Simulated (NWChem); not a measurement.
**One shape, several levels: CH4GaS (SMILES [CH3][Ga][SH])**

Aim: a comparison of 3 runs (UHF/3-21G, UB3LYP/6-31G*) of CH4GaS. 

The results are computed with NWChem 7.3.0.

1 further run of the same task is left out (it didn't finish).

### Step 1. The structure to begin with

CH4GaS: 7 atoms, total charge 0, spin state doublet. SMILES: `[CH3][Ga][SH]`. The shape is that of a PBE0-D4/def2-TZVP optimisation. This is one conformer, not always the lowest.

Bond lengths: C1–Ga2 1.996 Å, Ga2–S3 2.239 Å, C1–H4 1.093 Å, C1–H5 1.093 Å, C1–H6 1.089 Å, S3–H7 1.346 Å. Angles: C1–Ga2–S3 117.6°, Ga2–C1–H4 108.2°, Ga2–C1–H5 108.2°, Ga2–C1–H6 112.0°, Ga2–S3–H7 93.8°, H4–C1–H5 109.0°, H4–C1–H6 109.6°, H5–C1–H6 109.6°.

### Step 2. Energy and forces at UHF/3-21G (run 1)

run.py

```python
from ase import Atoms
from ase.calculators.nwchem import NWChem

system = Atoms('CGaSHHHH', positions=[
    [-0.760700, 0.655100, -0.343900],
    [0.076900, -0.018700, 1.337900],
    [1.747300, -1.497800, 1.144600],
    [-1.160100, -0.200800, -0.893900],
    [0.016300, 1.134100, -0.945000],
    [-1.560200, 1.367200, -0.145000],
    [1.701900, -1.507300, -0.200600],
])

calc = NWChem(
    label='a',
    theory='scf',
    memory='2200 mb',
    basis='3-21G',
    basispar='spherical bse',
    scf={'nopen': '1', 'uhf': None, 'thresh': '1e-08', 'maxiter': '80'},
)
system.calc = calc

forces = system.get_forces()
print(f"energy = {system.get_potential_energy():.6f} eV")
print("forces (eV/A):")
for s, f in zip(system.symbols, forces):
    print(f"{s:2s} {f[0]:10.5f} {f[1]:10.5f} {f[2]:10.5f}")
```

On the command line:

```sh
export ASE_NWCHEM_COMMAND="nwchem PREFIX.nwi > PREFIX.nwo"
python run.py
```

Standard output:

```text
energy = -63930.283022 eV
forces (eV/A):
C     0.27768   -0.23582    0.27259
Ga   -1.09565    0.97630    0.31239
S     0.60154   -0.53356   -0.10819
H     0.02936    0.31290   -0.02967
H    -0.30694   -0.06844   -0.01599
H     0.20029   -0.18044   -0.11493
H     0.29377   -0.27094   -0.31619
```

The calculator wrote a.nwi:

```
title "a"

permanent_dir a

scratch_dir a

start a

geometry units angstrom nocenter noautosym noautoz
  C  -7.6070000000000004e-01 6.5510000000000002e-01 -3.4389999999999998e-01
  Ga 7.6899999999999996e-02 -1.8700000000000001e-02 1.3379000000000001e+00
  S  1.7473000000000001e+00 -1.4978000000000000e+00 1.1446000000000001e+00
  H  -1.1600999999999999e+00 -2.0080000000000001e-01 -8.9390000000000003e-01
  H  1.6299999999999999e-02 1.1341000000000001e+00 -9.4499999999999995e-01
  H  -1.5602000000000000e+00 1.3672000000000000e+00 -1.4499999999999999e-01
  H  1.7019000000000000e+00 -1.5073000000000001e+00 -2.0060000000000000e-01
end

memory 2200 mb

basis spherical bse noprint
   * library 3-21G
end

scf
  nopen 1
  uhf
  thresh 1e-08
  maxiter 80
end

task scf gradient
```

a.nwo:

```text
Northwest Computational Chemistry Package (NWChem) 7.3.0
             --------------------------------------------------------

           Job information
           ---------------

    nwchem branch   = 7.3.0
    use scalapack   = T
    input           = a.nwi
    prefix          = a.
    data base       = a/a.db
    status          = startup
    nproc           =        1

           Memory information
           ------------------

[... 5 lines left out ...]
    hardfail = no
[... 128 lines left out ...]
 1-e energy   =   -3732.912663
[... 9 lines left out ...]
 Convergence threshold     :          1.000E-08
[... 16 lines left out ...]
      One electron energy =  -3732.901510487598
[... 9 lines left out ...]
          Final alpha eigenvalues
[... 292 lines left out ...]
                     UHF Final Beta Molecular Orbital Analysis
[... 296 lines left out ...]
                 ----------------------------------------
                 |  Time  |  1-e(secs)   |  2-e(secs)   |
                 ----------------------------------------
                 |  CPU   |       0.00   |       1.79   |
                 ----------------------------------------
                 |  WALL  |       0.00   |       1.79   |
                 ----------------------------------------

 Task  times  cpu:        7.6s     wall:        7.6s
 Total times  cpu:        7.6s     wall:        7.6s
```

Run time: 9 s. Hardware: 1 thread of Intel Xeon Platinum 8259CL at 2.50GHz (Skylake/Cascade Lake), shared host; peak memory 0.099 GiB.

### Step 3. Energy and gradient at UB3LYP/6-31G(d) (spherical functions) (run 2)

mol.nw

```
START mol
memory total 2200 mb

GEOMETRY units angstroms noautosym nocenter noautoz
C    -0.760700    0.655100   -0.343900
Ga    0.076900   -0.018700    1.337900
S     1.747300   -1.497800    1.144600
H    -1.160100   -0.200800   -0.893900
H     0.016300    1.134100   -0.945000
H    -1.560200    1.367200   -0.145000
H     1.701900   -1.507300   -0.200600
END

BASIS spherical bse
C library 6-31G*
Ga library 6-31G*
S library 6-31G*
H library 6-31G*
END

DFT
xc b3lyp
mult 2
grid xfine
convergence energy 1e-08
iterations 100
mulliken
END

TASK dft gradient
```

On the command line:

```sh
nwchem mol.nw > mol.out
```

Standard output:

```text
[...]
          Wavefunction type:  spin polarized.
          No. of atoms     :     7
          No. of electrons :    57
[...]
          Charge           :     0
          Spin multiplicity:     2
[...]
          AO basis - number of functions:    72
[...]
              XC Information
              --------------
                         B3LYP Method XC Potential
                     Hartree-Fock (Exact) Exchange  0.200
                        Slater Exchange Functional  0.800 local
                    Becke 1988 Exchange Functional  0.720 non-local
              Lee-Yang-Parr Correlation Functional  0.810
                  VWN I RPA Correlation Functional  0.190 local
[...]
 d= 0,ls=0.0,diis     1  -2363.2789947557 -2.59D+03  9.74D-03  7.67D-02     6.2
[...]
 d= 0,ls=0.0,diis    10  -2363.3296274438 -9.04D-09  9.83D-07  2.62D-09    53.2
[...]
         Total DFT energy =    -2363.329627443804
      One electron energy =    -3744.191697086254
           Coulomb energy =     1259.164324769265
    Exchange-Corr. energy =     -107.710031798530
 Nuclear repulsion energy =      229.407776671714
[...]
      Total Density - Mulliken Population Analysis
     ---------------------------------------------
    Atom       Charge   Shell Charges
 -----------   ------   -------------------------------------------------------
    1 C    6     6.55   2.00  0.68  2.09  0.64  1.12  0.02
    2 Ga  31    30.92   2.00  2.00  6.00  2.00  5.99  1.39  1.21  0.14  0.09  6.80  2.93  0.37
    3 S   16    16.16   2.00  2.00  5.97  1.37  3.05  0.48  1.26  0.04
    4 H    1     0.82   0.52  0.30
    5 H    1     0.82   0.52  0.30
    6 H    1     0.82   0.52  0.30
    7 H    1     0.90   0.50  0.40
[...]
      <S2> =      0.7523 (Exact =     0.7500)
[...]
  wavefunction    = open shell
[...]
```

It took 71 s on 1 thread of Intel Xeon Platinum 8259CL at 2.50GHz (Skylake/Cascade Lake), shared host; peak memory 0.14 GiB.

### Step 4. Energy and gradient at UB3LYP/6-31G(d) (Cartesian functions) (run 3)

calc.nw

```
start calc
title "CH4GaS"
memory total 2200 mb

geometry units angstroms noautosym nocenter noautoz
  C       -0.760700       0.655100      -0.343900
  Ga       0.076900      -0.018700       1.337900
  S        1.747300      -1.497800       1.144600
  H       -1.160100      -0.200800      -0.893900
  H        0.016300       1.134100      -0.945000
  H       -1.560200       1.367200      -0.145000
  H        1.701900      -1.507300      -0.200600
end

basis cartesian
  * library 6-31G*
end

dft
  xc b3lyp
  mult 2
  grid xfine
  convergence energy 1e-08
  maxiter 100
  mulliken
end

task dft gradient
```

On the command line:

```sh
nwchem calc.nw > calc.out
```

Standard output:

```text
[...]
          Wavefunction type:  spin polarized.
          No. of atoms     :     7
          No. of electrons :    57
[...]
          Charge           :     0
          Spin multiplicity:     2
[...]
          AO basis - number of functions:    77
[...]
              XC Information
              --------------
                         B3LYP Method XC Potential
                     Hartree-Fock (Exact) Exchange  0.200
                        Slater Exchange Functional  0.800 local
                    Becke 1988 Exchange Functional  0.720 non-local
              Lee-Yang-Parr Correlation Functional  0.810
                  VWN I RPA Correlation Functional  0.190 local
[...]
 d= 0,ls=0.0,diis     1  -2363.2836432358 -2.59D+03  9.78D-03  2.33D-01     6.4
[...]
 d= 0,ls=0.0,diis    10  -2363.3377065373 -9.35D-09  1.18D-06  1.77D-09    58.6
[...]
         Total DFT energy =    -2363.337706537350
      One electron energy =    -3744.188533890939
           Coulomb energy =     1259.119421491587
    Exchange-Corr. energy =     -107.676370809712
 Nuclear repulsion energy =      229.407776671714
[...]
      Total Density - Mulliken Population Analysis
     ---------------------------------------------
    Atom       Charge   Shell Charges
 -----------   ------   -------------------------------------------------------
    1 C    6     6.60   1.99  0.68  2.09  0.66  1.15  0.02
    2 Ga  31    30.85   2.00  1.99  6.00  1.95  5.99  1.40  1.20  0.17  0.09  6.85  2.96  0.25
    3 S   16    16.19   2.00  1.99  5.97  1.42  3.05  0.49  1.27  0.00
    4 H    1     0.82   0.52  0.30
    5 H    1     0.82   0.52  0.30
    6 H    1     0.82   0.52  0.30
    7 H    1     0.90   0.50  0.40
[...]
      <S2> =      0.7523 (Exact =     0.7500)
[...]
  wavefunction    = open shell
[...]
```

Run time: 76 s. Hardware: 1 thread of Intel Xeon Platinum 8259CL at 2.50GHz (Skylake/Cascade Lake), shared host; peak memory 0.14 GiB.

### Step 5. All runs side by side

| run | level | iteration cap | module | energy (Eh) | dipole moment (D) | HOMO energy (eV) | LUMO energy (eV) | wall time |
| --- | --- | --- | --- | --- | --- | --- | --- | --- |
| 1 | UHF/3-21G | 80 | scf | -2349.394587 | 3.16 | -8.12 | 0.78 | 9 s |
| 2 | UB3LYP/6-31G* (spherical functions) | 100 | dft | -2363.329627 | 2.38 | -5.37 | -2.92 | 71 s |
| 3 | UB3LYP/6-31G* (Cartesian functions) | 100 | dft | -2363.337707 | 2.37 | -5.36 | -2.91 | 76 s |

### Step 6. Outcome

```
                                 quantity           value
                      run 3: total energy  -2363.33771 Eh
                     run 3: dipole moment          2.37 D
run 3: HOMO energy (highest over α and β)        -5.36 eV
 run 3: LUMO energy (lowest over α and β)        -2.91 eV
                              run 3: ⟨S²⟩           0.752
          run 3: largest force on an atom      0.449 eV/Å
```

**Reading.** The dipole moment (its size) runs from 2.37 D (UB3LYP/6-31G*) to 3.16 D (UHF/3-21G). The two ends differ in method and basis. All runs together took 2.6 min, the longest 76 s.
